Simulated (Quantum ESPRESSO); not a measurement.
# GaGe (F-43m) in Quantum ESPRESSO: phonons with PW91

Aim: the phonons of GaGe with PW91.

All numbers are computed with Quantum ESPRESSO 7.5; they aren't measurements. Logs are shortened: lines on timing, memory, paths and dates and some standing lists are left out, and cuts for length are marked.

**1. The structure**

Symmetry: F-43m, No. 216, cubic system. The conventional cell has a = 5.796 Å, b = 5.796 Å, c = 5.796 Å, α = 90.00°, β = 90.00°, γ = 90.00°. Around Ge (site symmetry -43m) lie 4 Ga at 2.51 Å. Ga (site symmetry -43m) has 4 Ge at 2.51 Å as nearest neighbours.

The cell comes from a database or a generator and needn't be the stable form of this composition.

**2. Phonons, PW91**

pw.in reads:

```
&CONTROL
  calculation = 'scf'
  prefix = 'pwscf'
  outdir = './tmp'
  pseudo_dir = './pseudo'
  tprnfor = .true.
  tstress = .true.
  disk_io = 'low'
/
&SYSTEM
  ibrav = 0
  nat = 2
  ntyp = 2
  ecutwfc = 54
  ecutrho = 324
  nbnd = 21
  input_dft = 'pw91'
  occupations = 'smearing'
  smearing = 'gaussian'
  degauss = 0.01469973
/
&ELECTRONS
  conv_thr = 4d-10
  electron_maxstep = 120
  mixing_beta = 0.5
/
ATOMIC_SPECIES
Ge    72.6300 Ge.GGA_PBE-JTH.UPF
Ga    69.7230 Ga.GGA_PBE-JTH.UPF
CELL_PARAMETERS angstrom
   0.0000000000    2.8978440000    2.8978440000
   2.8978440000    0.0000000000    2.8978440000
   2.8978440000    2.8978440000    0.0000000000
ATOMIC_POSITIONS crystal
Ge     0.0000000000    0.0000000000    0.0000000000
Ga     0.2500000000    0.2500000000    0.2500000000
K_POINTS automatic
7 7 7 0 0 0
```

relax.in reads:

```
&CONTROL
  calculation = 'vc-relax'
  prefix = 'pwscf'
  outdir = './tmp'
  pseudo_dir = './pseudo'
  tprnfor = .true.
  tstress = .true.
  disk_io = 'low'
  nstep = 40
  forc_conv_thr = 0.0001
  etot_conv_thr = 1d-06
/
&SYSTEM
  ibrav = 0
  nat = 2
  ntyp = 2
  ecutwfc = 54
  ecutrho = 324
  nbnd = 21
  input_dft = 'pw91'
  occupations = 'smearing'
  smearing = 'gaussian'
  degauss = 0.01469973
/
&ELECTRONS
  conv_thr = 4d-10
  electron_maxstep = 120
  mixing_beta = 0.5
/
&IONS
  ion_dynamics = 'bfgs'
/
&CELL
  cell_dynamics = 'bfgs'
  press = 0
  press_conv_thr = 0.2
/
ATOMIC_SPECIES
Ge    72.6300 Ge.GGA_PBE-JTH.UPF
Ga    69.7230 Ga.GGA_PBE-JTH.UPF
CELL_PARAMETERS angstrom
   0.0000000000    2.8978440000    2.8978440000
   2.8978440000    0.0000000000    2.8978440000
   2.8978440000    2.8978440000    0.0000000000
ATOMIC_POSITIONS crystal
Ge     0.0000000000    0.0000000000    0.0000000000
Ga     0.2500000000    0.2500000000    0.2500000000
K_POINTS automatic
7 7 7 0 0 0
```

scf2.in reads:

```
&CONTROL
  calculation = 'scf'
  prefix = 'pwscf'
  outdir = './tmp'
  pseudo_dir = './pseudo'
  tprnfor = .true.
  tstress = .true.
  disk_io = 'low'
/
&SYSTEM
  ibrav = 0
  nat = 2
  ntyp = 2
  ecutwfc = 54
  ecutrho = 324
  nbnd = 21
  input_dft = 'pw91'
  occupations = 'smearing'
  smearing = 'gaussian'
  degauss = 0.01469973
/
&ELECTRONS
  conv_thr = 1d-13
  electron_maxstep = 120
  mixing_beta = 0.5
  startingpot = 'file'
  startingwfc = 'file'
/
ATOMIC_SPECIES
Ge    72.6300 Ge.GGA_PBE-JTH.UPF
Ga    69.7230 Ga.GGA_PBE-JTH.UPF
CELL_PARAMETERS angstrom
   0.0000000000    2.9017621067    2.9017621067
   2.9017621067    0.0000000000    2.9017621067
   2.9017621067    2.9017621067    0.0000000000
ATOMIC_POSITIONS crystal
Ge     0.0000000000    0.0000000000    0.0000000000
Ga     0.2500000000    0.2500000000    0.2500000000
K_POINTS automatic
7 7 7 0 0 0
```

ph.in reads:

```
phonons of GaGe
&INPUTPH
  prefix = 'pwscf'
  outdir = './tmp'
  tr2_ph = 1d-18
  fildyn = 'dyn'
  niter_ph = 90
  alpha_mix(1) = 0.4
/
0.0000000000 0.0000000000 0.0000000000
```

dynmat.in reads:

```
&INPUT
  fildyn = 'dyn'
  asr = 'crystal'
  filout = 'dynmat.disp'
  fileig = 'dynmat.eig'
/
```

relax_v0.99.in reads:

```
&CONTROL
  calculation = 'relax'
  prefix = 'pwscf'
  outdir = './tmp'
  pseudo_dir = './pseudo'
  tprnfor = .true.
  tstress = .true.
  disk_io = 'low'
  nstep = 30
  forc_conv_thr = 0.0001
  etot_conv_thr = 1d-06
/
&SYSTEM
  ibrav = 0
  nat = 2
  ntyp = 2
  ecutwfc = 54
  ecutrho = 324
  nbnd = 21
  input_dft = 'pw91'
  occupations = 'smearing'
  smearing = 'gaussian'
  degauss = 0.01469973
/
&ELECTRONS
  conv_thr = 1d-13
  electron_maxstep = 120
  mixing_beta = 0.5
/
&IONS
  ion_dynamics = 'bfgs'
/
ATOMIC_SPECIES
Ge    72.6300 Ge.GGA_PBE-JTH.UPF
Ga    69.7230 Ga.GGA_PBE-JTH.UPF
CELL_PARAMETERS angstrom
   0.0000000000    2.8920571442    2.8920571442
   2.8920571442    0.0000000000    2.8920571442
   2.8920571442    2.8920571442    0.0000000000
ATOMIC_POSITIONS crystal
Ge     0.0000000000    0.0000000000    0.0000000000
Ga     0.2500000000    0.2500000000    0.2500000000
K_POINTS automatic
7 7 7 0 0 0
```

ph_v0.99.in reads:

```
phonons at 0.99 of the volume
&INPUTPH
  prefix = 'pwscf'
  outdir = './tmp'
  tr2_ph = 1d-18
  fildyn = 'dyn_v0.99'
  niter_ph = 90
  alpha_mix(1) = 0.4
/
0.0000000000 0.0000000000 0.0000000000
```

relax_v1.01.in reads:

```
&CONTROL
  calculation = 'relax'
  prefix = 'pwscf'
  outdir = './tmp'
  pseudo_dir = './pseudo'
  tprnfor = .true.
  tstress = .true.
  disk_io = 'low'
  nstep = 30
  forc_conv_thr = 0.0001
  etot_conv_thr = 1d-06
/
&SYSTEM
  ibrav = 0
  nat = 2
  ntyp = 2
  ecutwfc = 54
  ecutrho = 324
  nbnd = 21
  input_dft = 'pw91'
  occupations = 'smearing'
  smearing = 'gaussian'
  degauss = 0.01469973
/
&ELECTRONS
  conv_thr = 1d-13
  electron_maxstep = 120
  mixing_beta = 0.5
/
&IONS
  ion_dynamics = 'bfgs'
/
ATOMIC_SPECIES
Ge    72.6300 Ge.GGA_PBE-JTH.UPF
Ga    69.7230 Ga.GGA_PBE-JTH.UPF
CELL_PARAMETERS angstrom
   0.0000000000    2.9114025832    2.9114025832
   2.9114025832    0.0000000000    2.9114025832
   2.9114025832    2.9114025832    0.0000000000
ATOMIC_POSITIONS crystal
Ge     0.0000000000    0.0000000000    0.0000000000
Ga     0.2500000000    0.2500000000    0.2500000000
K_POINTS automatic
7 7 7 0 0 0
```

ph_v1.01.in reads:

```
phonons at 1.01 of the volume
&INPUTPH
  prefix = 'pwscf'
  outdir = './tmp'
  tr2_ph = 1d-18
  fildyn = 'dyn_v1.01'
  niter_ph = 90
  alpha_mix(1) = 0.4
/
0.0000000000 0.0000000000 0.0000000000
```

Potentials or basis: JTH 2.0 PBE.

On the command line:

```sh
OMP_NUM_THREADS=1 pw.x -in pw.in > pw.out
OMP_NUM_THREADS=1 pw.x -in relax.in > relax.out
OMP_NUM_THREADS=1 pw.x -in scf2.in > scf2.out
OMP_NUM_THREADS=1 ph.x -in ph.in > ph.out
OMP_NUM_THREADS=1 dynmat.x -in dynmat.in > dynmat.out
OMP_NUM_THREADS=1 pw.x -in relax_v0.99.in > relax_v0.99.out
OMP_NUM_THREADS=1 ph.x -in ph_v0.99.in > ph_v0.99.out
OMP_NUM_THREADS=1 pw.x -in relax_v1.01.in > relax_v1.01.out
OMP_NUM_THREADS=1 ph.x -in ph_v1.01.in > ph_v1.01.out
```

pw.out:

```text
This program is part of the open-source Quantum ESPRESSO suite
     for quantum simulation of materials; please cite
         "P. Giannozzi et al., J. Phys.:Condens. Matter 21 395502 (2009);
         "P. Giannozzi et al., J. Phys.:Condens. Matter 29 465901 (2017);
         "P. Giannozzi et al., J. Chem. Phys. 152 154105 (2020);
     in publications or presentations arising from this work. More details at

     file Ge.GGA_PBE-JTH.UPF: wavefunction(s)  4S 0S 4P 0P 3D 0D renormalized
     file Ga.GGA_PBE-JTH.UPF: wavefunction(s)  0S 4P 0P 3D 0D renormalized

     IMPORTANT: XC functional enforced from input :
     Exchange-correlation= PW91
                           (   1   4   2   2   0   0   0)
     Any further DFT definition will be discarded
     Please, verify this is what you really want

     Message from routine setup:
     using ibrav=0 with symmetry is DISCOURAGED, use correct ibrav instead

     G-vector sticks info
     --------------------
     sticks:   dense  smooth     PW     G-vecs:    dense   smooth      PW
     Sum        1345     889    265                32455    17573    2891

     Using Slab Decomposition

     bravais-lattice index     =            0
     lattice parameter (alat)  =       7.7444  a.u.
     unit-cell volume          =     328.4366 (a.u.)^3
     number of atoms/cell      =            2
     number of atomic types    =            2
     number of electrons       =        27.00
     number of Kohn-Sham states=           21
     kinetic-energy cutoff     =      54.0000  Ry
     charge density cutoff     =     324.0000  Ry
     scf convergence threshold =      4.0E-10
     mixing beta               =       0.5000
     number of iterations used =            8  plain     mixing
     Exchange-correlation= PW91
                           (   1   4   2   2   0   0   0)

     celldm(1)=   7.744419  celldm(2)=   0.000000  celldm(3)=   0.000000
     celldm(4)=   0.000000  celldm(5)=   0.000000  celldm(6)=   0.000000

     crystal axes: (cart. coord. in units of alat)
               a(1) = (   0.000000   0.707107   0.707107 )
               a(2) = (   0.707107   0.000000   0.707107 )
               a(3) = (   0.707107   0.707107   0.000000 )

     reciprocal axes: (cart. coord. in units 2 pi/alat)
               b(1) = ( -0.707107  0.707107  0.707107 )
               b(2) = (  0.707107 -0.707107  0.707107 )
               b(3) = (  0.707107  0.707107 -0.707107 )

     PseudoPot. # 1 for Ge read from file:
     Ge.GGA_PBE-JTH.UPF
     Pseudo is Projector augmented-wave + core cor, Zval = 14.0
     Generated using ATOMPAW code
     Shape of augmentation charge: SINC**2
     Using radial grid of 1054 points,  6 beta functions with:
                l(1) =   0
                l(2) =   0
                l(3) =   1
                l(4) =   1
                l(5) =   2
                l(6) =   2
     Q(r) pseudized with 0 coefficients

     PseudoPot. # 2 for Ga read from file:
     Ga.GGA_PBE-JTH.UPF
     Pseudo is Projector augmented-wave + core cor, Zval = 13.0
     Generated using ATOMPAW code
     Shape of augmentation charge: BESSEL
     Using radial grid of 1052 points,  6 beta functions with:
                l(1) =   0
                l(2) =   0
                l(3) =   1
                l(4) =   1
                l(5) =   2
                l(6) =   2
     Q(r) pseudized with 0 coefficients

     atomic species   valence    mass     pseudopotential
     Ge               14.00    72.63000     Ge( 1.00)
     Ga               13.00    69.72300     Ga( 1.00)

     24 Sym. Ops. (no inversion) found

   Cartesian axes

     site n.     atom                  positions (alat units)
         1        Ge     tau(   1) = (   0.0000000   0.0000000   0.0000000  )
         2        Ga     tau(   2) = (   0.3535534   0.3535534   0.3535534  )

     number of k points=    20  Gaussian smearing, width (Ry)=  0.0147
                       cart. coord. in units 2pi/alat
        k(    1) = (   0.0000000   0.0000000   0.0000000), wk =   0.0058309
        k(    2) = (   0.1010153   0.1010153  -0.1010153), wk =   0.0466472
        k(    3) = (   0.2020305   0.2020305  -0.2020305), wk =   0.0466472
        k(    4) = (   0.3030458   0.3030458  -0.3030458), wk =   0.0466472
        k(    5) = (   0.2020305  -0.0000000   0.0000000), wk =   0.0349854
        k(    6) = (   0.3030458   0.1010153  -0.1010153), wk =   0.1399417
[... 12 lines left out ...]
        k(   19) = (  -0.1010153  -0.5050763   0.7071068), wk =   0.1399417
        k(   20) = (  -0.0000000  -0.4040610   0.6060915), wk =   0.1399417

     Dense  grid:    32455 G-vectors     FFT dimensions: (  45,  45,  45)

     Smooth grid:    17573 G-vectors     FFT dimensions: (  40,  40,  40)

     Initial potential from superposition of free atoms

     starting charge      26.9963, renormalised to      27.0000
     Starting wfcs are   36 randomized atomic wfcs

     Self-consistent Calculation

     iteration #  1     ecut=    54.00 Ry     beta= 0.50
     Davidson diagonalization with overlap
     ethr =  1.00E-02,  avg # of iterations =  6.8

     Threshold (ethr) on eigenvalues was too large:
     Diagonalizing with lowered threshold

     Davidson diagonalization with overlap
     ethr =  5.90E-05,  avg # of iterations =  5.7

     total energy              =    -595.29241835 Ry
     estimated scf accuracy    <       0.01654169 Ry

     iteration #  2     ecut=    54.00 Ry     beta= 0.50
     Davidson diagonalization with overlap
     ethr =  6.13E-05,  avg # of iterations =  2.0
[... 43 lines left out ...]
     total energy              =    -595.29289963 Ry
     estimated scf accuracy    <          1.1E-09 Ry

     iteration #  9     ecut=    54.00 Ry     beta= 0.50
     Davidson diagonalization with overlap
     ethr =  4.15E-12,  avg # of iterations =  2.2

     End of self-consistent calculation

          k = 0.0000 0.0000 0.0000 (  2229 PWs)   bands (ev):

   -16.3996 -16.3996 -16.3996 -16.3797 -16.3797  -6.8083  -6.8083  -6.8083
    -6.7487  -6.7487  -2.9565   9.2773   9.2773   9.2773   9.5801  11.9657
    11.9657  11.9657  15.2814  18.3674  18.3674

          k = 0.1010 0.1010-0.1010 (  2181 PWs)   bands (ev):

   -16.3996 -16.3991 -16.3991 -16.3795 -16.3795  -6.8133  -6.8050  -6.8050
    -6.7489  -6.7489  -2.7193   6.8400   8.9043   8.9043  10.4264  12.4663
    12.4663  12.9782  16.4441  17.2971  17.2971
[... 7 lines left out ...]
          k = 0.3030 0.3030-0.3030 (  2201 PWs)   bands (ev):

   -16.3995 -16.3973 -16.3973 -16.3788 -16.3788  -6.8337  -6.7942  -6.7942
    -6.7472  -6.7472  -1.1915   2.5268   8.0158   8.0158   9.6674  12.9777
    12.9777  15.8590  18.0980  19.1334  19.1334

          k = 0.2020-0.0000 0.0000 (  2185 PWs)   bands (ev):

   -16.4003 -16.3986 -16.3986 -16.3800 -16.3790  -6.8185  -6.8017  -6.8017
    -6.7513  -6.7473  -2.6391   6.8672   8.3000   8.3000  11.0662  11.8005
    13.3315  13.3315  15.9292  16.8664  18.6903

          k = 0.3030 0.1010-0.1010 (  2195 PWs)   bands (ev):

   -16.4004 -16.3977 -16.3975 -16.3800 -16.3785  -6.8279  -6.7958  -6.7946
    -6.7534  -6.7463  -2.1046   4.9613   7.5639   7.7285  11.1288  12.1485
    13.9995  14.1388  16.5727  18.1516  18.6032
[... 19 lines left out ...]
          k =-0.0000-0.2020 0.2020 (  2187 PWs)   bands (ev):

   -16.3997 -16.3986 -16.3982 -16.3797 -16.3790  -6.8212  -6.8012  -6.7983
    -6.7508  -6.7479  -2.3333   5.5401   7.3034   8.8271  11.1895  12.6339
    12.6998  14.1119  16.2798  17.5260  17.8786

          k = 0.4041-0.0000 0.0000 (  2193 PWs)   bands (ev):

   -16.4017 -16.3963 -16.3963 -16.3807 -16.3776  -6.8392  -6.7865  -6.7865
    -6.7590  -6.7444  -1.7170   4.4220   7.0944   7.0944  10.1264  11.6004
    15.6508  15.6508  16.4836  19.6596  19.7720

          k = 0.5051 0.1010-0.1010 (  2191 PWs)   bands (ev):

   -16.4017 -16.3957 -16.3954 -16.3808 -16.3772  -6.8457  -6.7823  -6.7806
    -6.7605  -6.7437  -0.9635   3.1020   6.1472   6.8136  10.4118  11.7714
    15.3730  16.1111  19.0682  20.3042  20.7240

          k =-0.1010-0.5051 0.5051 (  2208 PWs)   bands (ev):

   -16.4003 -16.3963 -16.3954 -16.3801 -16.3776  -6.8443  -6.7848  -6.7803
    -6.7566  -6.7462  -0.3147   2.2198   5.2463   6.9732  10.5938  13.8797
    15.0393  15.5989  17.6665  18.8854  21.0879

          k = 0.0000-0.4041 0.4041 (  2197 PWs)   bands (ev):

   -16.3990 -16.3975 -16.3963 -16.3792 -16.3786  -6.8381  -6.7889  -6.7857
    -6.7512  -6.7498  -0.7701   2.7863   5.1968   7.5239  11.0372  14.5837
    14.6366  14.9605  16.9837  17.1318  21.3809

          k = 0.6061-0.0000 0.0000 (  2192 PWs)   bands (ev):

   -16.4028 -16.3945 -16.3945 -16.3814 -16.3765  -6.8544  -6.7738  -6.7738
    -6.7662  -6.7420  -0.3669   2.2846   6.4293   6.4293   9.8274  10.3488
    17.9825  17.9825  19.0070  21.2481  21.4061

          k =-0.0000-0.6061 0.6061 (  2207 PWs)   bands (ev):

   -16.4022 -16.3948 -16.3945 -16.3811 -16.3767  -6.8531  -6.7765  -6.7737
    -6.7636  -6.7431   0.0599   1.8281   5.6441   6.4883  10.1178  11.3025
    17.4346  17.6412  18.5458  19.9250  21.5458

          k = 0.4041 0.2020 0.0000 (  2195 PWs)   bands (ev):

   -16.4005 -16.3970 -16.3964 -16.3801 -16.3780  -6.8362  -6.7903  -6.7876
    -6.7555  -6.7457  -1.4578   3.8114   6.1651   7.4288  11.7215  12.2646
    13.5318  15.3679  17.3574  19.2856  20.0616

          k =-0.2020-0.4041 0.6061 (  2210 PWs)   bands (ev):

   -16.3995 -16.3975 -16.3956 -16.3797 -16.3780  -6.8404  -6.7887  -6.7829
    -6.7541  -6.7470  -0.6376   2.5401   5.5555   6.9287  11.9207  12.6493
    14.3338  15.8451  17.3577  19.2466  20.2920
[... 7 lines left out ...]
          k =-0.0000-0.4041 0.6061 (  2217 PWs)   bands (ev):

   -16.3997 -16.3974 -16.3945 -16.3801 -16.3776  -6.8451  -6.7851  -6.7771
    -6.7566  -6.7473  -0.0195   2.0379   5.1355   6.1982  11.8227  13.9210
    14.4368  14.7969  18.3036  19.5938  21.8412

     the Fermi energy is     7.5541 ev

!    total energy              =    -595.29289963 Ry
     total all-electron energy =      -595.292900 Ry
     estimated scf accuracy    <          3.0E-11 Ry
     smearing contrib. (-TS)   =      -0.00251253 Ry
     internal energy E=F+TS    =    -595.29038710 Ry

     The total energy is F=E-TS. E is the sum of the following terms:
     one-electron contribution =    -265.32668073 Ry
     hartree contribution      =      99.10005487 Ry
     xc contribution           =     -35.91523042 Ry
     ewald contribution        =    -179.44961200 Ry
     one-center paw contrib.   =    -213.69891881 Ry

     convergence has been achieved in   9 iterations

     Forces acting on atoms (cartesian axes, Ry/au):

     atom    1 type  1   force =     0.00000000    0.00000000   -0.00000000
     atom    2 type  2   force =    -0.00000000    0.00000000    0.00000000

     Total force =     0.000000     Total SCF correction =     0.000000

     Computing stress (Cartesian axis) and pressure

          total   stress  (Ry/bohr**3)                   (kbar)     P=        2.21
   0.00001500   0.00000000   0.00000000            2.21        0.00        0.00
   0.00000000   0.00001500  -0.00000000            0.00        2.21       -0.00
  -0.00000000  -0.00000000   0.00001500           -0.00       -0.00        2.21

=------------------------------------------------------------------------------=
   JOB DONE.
=------------------------------------------------------------------------------=
```

Wall time 64 min (1 thread of Intel Xeon at 2.50GHz (Skylake/Cascade Lake), shared host); peak memory 0.17 GiB.

What came out:

```yaml
Free_energy: -8099.3727 eV
Relaxed_volume: 24.43 Å³/atom
Relaxed_cell: a = 4.104 Å, b = 4.104 Å, c = 4.104 Å, α = 60.00°, β = 60.00°, γ = 60.00°
Space_group_after_relaxing_to_0.05_Å: F-43m (No. 216)
Pressure_after_relaxing: 0.0 GPa
Band_gap_on_the_k_mesh: none (metal or under the smearing width)
Highest_phonon_frequency_at_Γ: 165 cm⁻¹
```

The path:
```csv
step,energy change (eV),largest force (eV/Å),pressure (GPa),volume (Å³)
1,0.0000,0.0000,0.22,48.67
2,-0.0001,0.0000,0.17,48.72
3,-0.0001,0.0000,0.09,48.78
4,-0.0001,0.0000,0.02,48.85
5,-0.0001,0.0000,0.00,48.87
```

Final structure:
```yaml
crystal:
  lattice:
    - [0.00000, 2.90176, 2.90176]
    - [2.90176, 0.00000, 2.90176]
    - [2.90176, 2.90176, 0.00000]
  atoms:
    - { symbol: Ge, position: [0.00000, 0.00000, 0.00000] }
    - { symbol: Ga, position: [0.25000, 0.25000, 0.25000] }
```

Levels at points of the mesh, in eV from the Fermi level:
```
           k point  band 11  band 12  band 13  band 14  band 15  band 16  band 17  band 18
(0.00, 0.00, 0.00)   -10.49     1.71     1.71     1.71     1.99     4.40     4.40     4.40
```

Phonon frequencies in cm⁻¹ (negative: imaginary):
| q point | frequencies |
| --- | --- |
| (0.000, 0.000, 0.000) | 9 9 9 165 165 165 |

Mode Grüneisen parameters of phonons at Γ, in order of frequency: n/a, n/a, n/a, 1.74, 1.74, 1.74

Optical modes at Γ, degenerate ones joined:
```tsv
cm⁻¹	components	symmetry	active in
165	3	T2	IR and Raman
```

Frequencies at 99 % and 101 % of the volume (pressures 0.5 and -0.5 GPa), ions relaxed:
```tsv
mode	99 % (cm⁻¹)	101 % (cm⁻¹)	Grüneisen parameter
4	167.6	161.8	1.74
5	167.6	161.8	1.74
6	167.6	161.8	1.74
```

Caveat: the mesh is thin for the phonons of a metal; the potentials were made for another functional, which shifts forces and pressure.
